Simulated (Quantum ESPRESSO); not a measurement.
# NbH: equation of state with PBE

Crystal: NbH.

```
Nb H
1.0
    -1.60696    1.60696    1.98430
     1.60696   -1.60696    1.98430
     1.60696    1.60696   -1.98430
Nb H
1 1
Cartesian
  0.0000 0.0000 0.0000
  0.0000 0.0000 1.9843
```

The cell comes from a database or a generator and needn't be the stable form of this composition.

| Property | Result |
| --- | --- |
| Program | Quantum ESPRESSO 7.5 |
| Task | equation of state |
| Functional | PBE |
| Potentials or basis | SSSP 1.3 efficiency PBE |
| Cutoff | 816 eV |
| Density cutoff | 6531 eV |
| k mesh | 12 × 12 × 12 |
| Occupations | fermi-dirac, width 0.05 eV |
| Spin | no spin polarisation |
| Mixing beta | 0.5 |
| Most SCF iterations | 120 |
| SCF threshold | 4e-10 Ry |

- Equilibrium volume: 10.16 Å³/atom
- Bulk modulus at fixed shape and positions: 190 GPa
- Pressure derivative of the bulk modulus: 3.9

Energy against volume, from the lowest point:
```csv
volume (Å³/atom),energy (meV/atom)
9.633,16.84
9.838,5.69
10.043,0.26
10.248,0.00
10.453,4.45
10.658,13.15
10.863,25.72
```

All runs of the series together: 4.2 min on 1 thread of Arm Neoverse V1, on a shared host.

Caveat: the cell was scaled at fixed shape and fractional positions, which overstates the stiffness of a crystal with free parameters, most of all of layers and chains.
